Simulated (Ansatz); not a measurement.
# HfZr3S8: the cost of one run

Method: DFT PBE, scalar-relativistic, plane waves, PAW, unless a step names another level, in Ansatz 0.2.0.

1 further run of the same task is left out (it didn't finish).

## Step 1: The starting structure

It takes space group P-3m1 (No. 164, trigonal). The conventional cell has a = 3.676 Å, b = 3.676 Å, c = 27.141 Å, α = 90.00°, β = 90.00°, γ = 120.00°. Around Zr (site symmetry -3m) lie 6 S at 2.57 Å. Zr (site symmetry 3m) has 6 S at 2.57 Å as nearest neighbours. Around Hf (site symmetry -3m) lie 6 S at 2.56 Å. S (site symmetry 3m) is surrounded by 3 Zr at 2.57 Å. S (site symmetry 3m) is surrounded by 3 Hf at 2.56 Å.

Coordinates:

```
Zr Hf S
1.0
     3.67634    0.00000    0.00000
    -1.83817    3.18380    0.00000
     0.00000    0.00000   27.14134
Zr Hf S
3 1 8
Cartesian
  0.0000 0.0000 0.0000
  0.0000 0.0000 6.7636
  0.0000 0.0000 20.3777
  0.0000 0.0000 13.5707
  1.8382 1.0613 5.3107
  1.8382 1.0613 12.1351
  1.8382 1.0613 18.9248
  1.8382 1.0613 25.6884
  0.0000 2.1225 1.4529
  0.0000 2.1225 8.2165
  0.0000 2.1225 15.0063
  0.0000 2.1225 21.8307
```

The cell was relaxed beforehand at this level, from a generated guess; it needn't be the stable form of this composition. At a tolerance of 0.02 Å it has space group P-3m1 (No. 164); it has 26.47 Å³/atom, an uncorrected energy of -1.57 eV/atom over the elements.

## Step 2: Electronic structure at the relaxed geometry

The input, input.yaml:

```yaml
crystal:
  lattice:
    - [3.6763384222, 0.0, 0.0]
    - [-1.8381692111, 3.1838024665, 0.0]
    - [0.0, 0.0, 27.1413396585]
  atoms:
    - { symbol: Zr, position: [0.0, 0.0, 0.0] }
    - { symbol: Zr, position: [0.0, 0.0, 0.2491991678] }
    - { symbol: Zr, position: [0.0, 0.0, 0.7508008322] }
    - { symbol: Hf, position: [0.0, 0.0, 0.5] }
    - { symbol: S, position: [0.6666666667, 0.3333333333, 0.1956677651] }
    - { symbol: S, position: [0.6666666667, 0.3333333333, 0.4471063801] }
    - { symbol: S, position: [0.6666666667, 0.3333333333, 0.6972697862] }
    - { symbol: S, position: [0.6666666667, 0.3333333333, 0.9464687197] }
    - { symbol: S, position: [0.3333333333, 0.6666666667, 0.0535312803] }
    - { symbol: S, position: [0.3333333333, 0.6666666667, 0.3027302138] }
    - { symbol: S, position: [0.3333333333, 0.6666666667, 0.5528936199] }
    - { symbol: S, position: [0.3333333333, 0.6666666667, 0.8043322349] }
basis:
  ecutwfc: 420
kpoints:
  mp_grid: { grid: [12, 12, 1] }
  band_path:
    path:
      - [[0.0, 0.0, 0.0], [0.5, 0.0, 0.0], [0.33333333, 0.33333333, 0.0], [0.0, 0.0, 0.0], [0.0, 0.0, 0.5], [0.5, 0.0, 0.5], [0.33333333, 0.33333333, 0.5], [0.0, 0.0, 0.5]]
      - [[0.5, 0.0, 0.5], [0.5, 0.0, 0.0]]
      - [[0.33333333, 0.33333333, 0.5], [0.33333333, 0.33333333, 0.0]]
    npoints: 10
hamiltonian:
  xc: pbe
scf:
  occupations: { method: gaussian, width: 0.02 }
  n_extra_bands: 30
output:
  forces: true
  stress: true
  eigenvalues: true
  populations: true
  dos: { projected: true, de: 0.02, nscf_kmesh: { grid: [18, 18, 2] } }
  bader: false
```

Run with:

```
ansatz run input.yaml --threads 1 --pin off --max-ram 2560MiB --backend cpu --events-out ev --progress --plain --runs-dir out
```

**Question.** How long does this run take on 1 thread of Intel Xeon Platinum 8259CL at 2.50GHz (Skylake/Cascade Lake), shared host, and how much memory does it need?

About 3 min, with a peak of 1.5 GiB.
